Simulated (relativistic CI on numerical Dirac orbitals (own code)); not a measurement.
**Ti³⁺: 3s photoemission multiplets**

Aim: the 3s photoemission spectrum of Ti³⁺ in 4 surroundings, from the same atomic integrals.

Method: Dirac-Coulomb-Breit CI, KLI orbitals optimised for each configuration, model QED (radiative potential, 1s self-energy scaled to tabulated hydrogen-like ionisation energies), valence Slater integrals scaled by 0.8, multiplet model of photoemission in the sudden approximation. Code: relativistic CI on numerical Dirac orbitals (own code) version 1.

### 1 Starting point

| Item | Value |
| --- | --- |
| ion | Ti³⁺ (Ti IV) |
| nuclear charge | 22 |
| electrons | 19 |
| configurations | [Ar] 3d → [Ne] 3s 3p6 3d |
| temperature | 300 K |
| widths | Lorentz 1.05 eV, Gauss 0.6 eV |
| surrounding 1 | free ion |
| surrounding 2 | Td, 10Dq = -1800 cm⁻¹ |
| surrounding 3 | Td, 10Dq = -5050 cm⁻¹ |
| surrounding 4 | Td, 10Dq = -8300 cm⁻¹ |

### 2 Surrounding 1: free ion

Input settings:

```ini
atom Ti  Z=22  charge=3  electrons=19
nucleus A=48  rms_radius_fm=3.5921
hamiltonian dirac-coulomb  breit=on  qed=on  c_scale=1
orbitals kli  potential=per-configuration
slater_scale 0.8
correlation none
mixing on
configurations
  [Ar] 3d
  [Ne] 3s 3p6 3d
end
photoemission 3s T=300 lorentz=1.05 gauss=0.6
crystal_field free
```

Main fields of the result record, rounded:

```text
status: converged
curve, one point in 2 above 2 % of the maximum [energy, intensity] [eV; 1/eV]:
  - [105, 0.008382]
  - [105.4, 0.01022]
  - [105.8, 0.01276]
  - [106.2, 0.0164]
  - [106.6, 0.02189]
  - [107, 0.03073]
  - [107.4, 0.04628]
  - [107.8, 0.07696]
  - [108.2, 0.1444]
  - [108.6, 0.2767]
  - [109, 0.3893]
  - [109.4, 0.3153]
  - [109.8, 0.1738]
  - [110.2, 0.09474]
  - [110.6, 0.06186]
  - [111, 0.05091]
  - [111.4, 0.05567]
  - [111.8, 0.0818]
  - [112.2, 0.1257]
  - [112.6, 0.1317]
  - [113, 0.08523]
  - [113.4, 0.04593]
  - [113.8, 0.02691]
  - [114.2, 0.0178]
  - [114.6, 0.01283]
  - [115, 0.009809]
  - [115.4, 0.00781]
sticks, the strongest [energy, strength] [eV, share]:
  - [109.02, 0.03601]
  - [109.04, 0.2923]
  - [109.05, 0.1286]
  - [109.06, 0.2962]
  - [112.42, 0.05587]
  - [112.46, 0.1909]
centroid [eV]: 109.89
spread [eV]: 1.46562
peak [eV]: 109.0
ground_S: 0.5
radial 3s 3d [Ha, bohr]: {"<r^1>(3s)": 0.97593, "<r^2>(3s)": 1.0913, "<r^4>(3s)": 1.8648, "<r^-3>(3d)": 3.0751, "<r^1>(3d)": 1.1417, "<r^2>(3d)": 1.5743, "<r^4>(3d)": 4.7651, "G2(3s,3d)": 0.38868, "zeta(3d)": 0.00081996}
```

Wall time 0.092 s (1 thread, shared host).

### 3 Surrounding 2: Td, 10Dq = -1800

Changes to the settings of step 2:

```diff
@@ -12,2 +12,2 @@
 photoemission 3s T=300 lorentz=1.05 gauss=0.6
-crystal_field free
+crystal_field Td 10Dq=-1800
```

Result record:

```text
status: converged
curve, one point in 3 above 2 % of the maximum [energy, intensity] [eV; 1/eV]:
  - [105, 0.008358]
  - [105.6, 0.01135]
  - [106.2, 0.01634]
  - [106.8, 0.02564]
  - [107.4, 0.04604]
  - [108, 0.1033]
  - [108.6, 0.275]
  - [109.2, 0.3745]
  - [109.8, 0.174]
  - [110.4, 0.07473]
  - [111, 0.05128]
  - [111.6, 0.06666]
  - [112.2, 0.1277]
  - [112.8, 0.1109]
  - [113.4, 0.0457]
  - [114, 0.02156]
  - [114.6, 0.01283]
  - [115.2, 0.008723]
sticks, the strongest [energy, strength] [eV, share]:
  - [109.05, 0.7477]
  - [109.26, 0.0028]
  - [109.27, 0.0002381]
  - [112.44, 0.2472]
  - [112.66, 0.001978]
centroid [eV]: 109.894
spread [eV]: 1.46583
peak [eV]: 109.0
ground_S: 0.5
```

Run time: 0.092 s. Hardware: 1 thread, shared host.

### 4 Surrounding 3: Td, 10Dq = -5050

Changes to the settings of step 3:

```diff
@@ -12,2 +12,2 @@
 photoemission 3s T=300 lorentz=1.05 gauss=0.6
-crystal_field Td 10Dq=-1800
+crystal_field Td 10Dq=-5050
```

Result record:

```text
status: converged
curve, one point in 3 above 2 % of the maximum [energy, intensity] [eV; 1/eV]:
  - [105, 0.008356]
  - [105.6, 0.01135]
  - [106.2, 0.01634]
  - [106.8, 0.02563]
  - [107.4, 0.04604]
  - [108, 0.1033]
  - [108.6, 0.275]
  - [109.2, 0.3742]
  - [109.8, 0.1738]
  - [110.4, 0.07469]
  - [111, 0.05132]
  - [111.6, 0.06683]
  - [112.2, 0.1281]
  - [112.8, 0.1109]
  - [113.4, 0.04568]
  - [114, 0.02157]
  - [114.6, 0.01284]
  - [115.2, 0.008726]
sticks, the strongest [energy, strength] [eV, share]:
  - [109.05, 0.7498]
  - [109.66, 0.0004889]
  - [112.44, 0.2495]
  - [113.06, 0.0001826]
centroid [eV]: 109.895
spread [eV]: 1.46587
peak [eV]: 109.0
ground_S: 0.5
```

It took 0.092 s on 1 thread, shared host.

### 5 Surrounding 4: Td, 10Dq = -8300

Changes to the settings of step 4:

```diff
@@ -12,2 +12,2 @@
 photoemission 3s T=300 lorentz=1.05 gauss=0.6
-crystal_field Td 10Dq=-5050
+crystal_field Td 10Dq=-8300
```

Result record:

```text
status: converged
curve, one point in 3 above 2 % of the maximum [energy, intensity] [eV; 1/eV]:
  - [105, 0.008358]
  - [105.6, 0.01135]
  - [106.2, 0.01634]
  - [106.8, 0.02564]
  - [107.4, 0.04605]
  - [108, 0.1033]
  - [108.6, 0.2751]
  - [109.2, 0.3742]
  - [109.8, 0.1738]
  - [110.4, 0.0748]
  - [111, 0.05159]
  - [111.6, 0.06769]
  - [112.2, 0.1291]
  - [112.8, 0.1097]
  - [113.4, 0.04501]
  - [114, 0.02136]
  - [114.6, 0.01276]
  - [115.2, 0.008687]
sticks, the strongest [energy, strength] [eV, share]:
  - [109.05, 0.7499]
  - [110.07, 0.0002642]
  - [112.43, 0.2497]
  - [113.46, 2.371e-05]
centroid [eV]: 109.895
spread [eV]: 1.46588
peak [eV]: 109.0
ground_S: 0.5
```

Run time: 0.092 s. Hardware: 1 thread, shared host.

### 6 The spectra side by side

| surrounding | ground S | centroid (eV) | spread (eV) | up to four highest peaks (% of the highest), eV |
| --- | --- | --- | --- | --- |
| 1: free | 0.50 | 109.89 | 1.47 | 109.0 (100), 112.4 (35) |
| 2: Td | 0.50 | 109.89 | 1.47 | 109.0 (100), 112.4 (36) |
| 3: Td | 0.50 | 109.89 | 1.47 | 109.0 (100), 112.4 (36) |
| 4: Td | 0.50 | 109.89 | 1.47 | 109.0 (100), 112.4 (36) |

### 7 Summary of results

| quantity | value |
| --- | --- |
| highest peak, first run | 109.0 eV |
| ground spin (effective S from ⟨S²⟩) | 0.50 |

In words: The highest peak stays in place, within the step of the energy grid, in all surroundings. Energies are those of the free ion without screening by ligands; binding energies in solids differ by tens of eV. The exchange splitting of an s hole comes out too large without intra-shell correlation.
